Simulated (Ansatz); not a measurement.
## C2H7BOSi, SMILES BC[SiH]1CO1: a geometry optimisation, step by step

Computed with Ansatz's Python interface.

The cells in order, each with its output:

**Cell 1**
```python
import itertools
import warnings

import ansatz as az
from ase.data import atomic_numbers, covalent_radii
import numpy as np
```

**Cell 2**
```python
params = {
    "basis_set": "cc-pVDZ",
    "functional": "pbe0",
    "dispersion": "d3bj",
}
```

**Cell 3**
```python
GEOMETRY = """
B    -0.52740    1.96960    0.71430
C    -0.43750    0.44160    0.87590
Si    0.65130   -0.23380   -0.46970
C     0.23140   -1.82150   -1.21000
O     0.97270   -1.94810   -0.12940
H    -1.63800    2.51190    0.51210
H     0.40280    2.71230    0.78780
H    -1.39490   -0.01350    0.79010
H     0.00460    0.23780    1.91490
H     2.00290    0.37710   -0.66660
H    -0.88830   -2.16290   -0.96400
H     0.69740   -2.12570   -2.12130
"""
```

**Cell 4**
```python
warnings.simplefilter("ignore", az.DeckWarning)
```

**Cell 5**
```python
system = az.Crystal.molecule()
for line in GEOMETRY.strip().splitlines():
    symbol, *xyz = line.split()
    system = system.atom(symbol, [float(v) for v in xyz])
```

**Cell 6**
```python
setup = system.calculation()
setup = setup.basis(gaussian=params["basis_set"])
setup = setup.functional(params["functional"], dispersion=params["dispersion"])
symbols = [site.symbol for site in system.cartesian_sites]
start = np.array([site.position_ang for site in system.cartesian_sites], dtype=float)
def progress(event):
    if event["event"] == "relax_step":
        row = event["data"]
        print(f"step {row['step']:3d}  E = {row['lagrangian_ev']:.6f} eV  largest force component {row['allowed_force_max_ev_ang']:.4f} eV/A")
```

**Cell 7**
```python
data = setup.relax(force_tolerance=0.02, max_steps=100).session().plan().execute(on_event=progress).report
end = np.array(data["positions_ang"])
```
Output:
```text
step   1  E = -12778.224084 eV  largest force component 4.6469 eV/A
step   2  E = -12778.801786 eV  largest force component 2.2885 eV/A
step   3  E = -12778.933422 eV  largest force component 1.0748 eV/A
step   4  E = -12778.979078 eV  largest force component 1.2558 eV/A
step   5  E = -12779.022511 eV  largest force component 0.1543 eV/A
step   6  E = -12779.040052 eV  largest force component 0.1493 eV/A
step   7  E = -12779.049289 eV  largest force component 0.2116 eV/A
step   8  E = -12779.054198 eV  largest force component 0.1814 eV/A
step   9  E = -12779.060016 eV  largest force component 0.2455 eV/A
step  10  E = -12779.064781 eV  largest force component 0.2292 eV/A
step  11  E = -12779.069302 eV  largest force component 0.1719 eV/A
step  12  E = -12779.074398 eV  largest force component 0.3071 eV/A
step  13  E = -12779.078077 eV  largest force component 0.2937 eV/A
step  14  E = -12779.085251 eV  largest force component 0.3265 eV/A
step  15  E = -12779.066373 eV  largest force component 0.6929 eV/A
step  16  E = -12779.094896 eV  largest force component 0.1008 eV/A
step  17  E = -12779.100574 eV  largest force component 0.1236 eV/A
step  18  E = -12779.107088 eV  largest force component 0.1595 eV/A
step  19  E = -12779.110416 eV  largest force component 0.1509 eV/A
step  20  E = -12779.113898 eV  largest force component 0.1277 eV/A
step  21  E = -12779.114444 eV  largest force component 0.1408 eV/A
step  22  E = -12779.115883 eV  largest force component 0.0993 eV/A
step  23  E = -12779.116303 eV  largest force component 0.0307 eV/A
step  24  E = -12779.116435 eV  largest force component 0.0560 eV/A
step  25  E = -12779.116545 eV  largest force component 0.0198 eV/A
```

**Cell 8**
```python
print(f"E = {data['free_energy_ev']:.6f} eV = {data['free_energy_ev'] / 27.211386246:.7f} Ha")
print("converged:", data["converged"], " doubts:", data["published_state_doubts"] or "none")
```
Output:
```text
E = -12779.116574 eV = -469.6238721 Ha
converged: True  doubts: none
```

**Cell 9**
```python
# pairs closer than 1.2 times the sum of covalent radii, before or after
radius = [covalent_radii[atomic_numbers[s]] for s in symbols]
span = lambda where, i, j: np.linalg.norm(where[i] - where[j])
bonded = [(i, j) for i, j in itertools.combinations(range(len(symbols)), 2) if min(span(start, i, j), span(end, i, j)) < 1.2 * (radius[i] + radius[j])]
print("pair        before    after (A)")
for i, j in bonded:
    print(f"{symbols[i]}{i}-{symbols[j]}{j}".ljust(10), f"{span(start, i, j):8.4f} {span(end, i, j):8.4f}")
with open("c2h7bosi_opt.xyz", "w") as handle:
    handle.write(f"{len(symbols)}\nrelaxed C2H7BOSi\n")
    handle.writelines(f"{s:2s} {x:11.6f} {y:11.6f} {z:11.6f}\n" for s, (x, y, z) in zip(symbols, end))
```
Output:
```text
pair        before    after (A)
B0-C1        1.5391   1.5423
B0-H5        1.2524   1.2075
B0-H6        1.1926   1.2105
C1-Si2       1.8580   1.8887
C1-H7        1.0635   1.0987
C1-H8        1.1474   1.0995
Si2-C3       1.8014   1.8332
Si2-O4       1.7771   1.7109
Si2-H9       1.4963   1.4876
C3-O4        1.3165   1.4599
C3-H10       1.1962   1.0977
C3-H11       1.0678   1.0985
```

`c2h7bosi_opt.xyz`, as written:
```text
12
relaxed C2H7BOSi
B    -0.765580    1.448744    0.310296
C    -0.097511    0.547467    1.368587
Si    0.838615   -0.502648    0.108323
C     0.042270   -1.159106   -1.406750
O     0.188963   -2.043263   -0.254356
H    -1.857385    1.180430   -0.130249
H    -0.165162    2.396203   -0.144927
H    -0.747751   -0.133450    1.934891
H     0.670193    1.015020    2.001701
H     2.321673   -0.409499    0.177043
H    -1.002800   -0.937858   -1.659549
H     0.651474   -1.457241   -2.270911
```

What to keep in mind:
- Total energies depend on the basis set; only differences at equal settings carry meaning.
- The end point is the stationary point reached from this start; no frequency run checks that it is a minimum, and the basis set is modest.
- Run time: 2.6 min on 1 thread of Arm Neoverse V1, with other jobs on the host, peak memory 0.31 GiB.
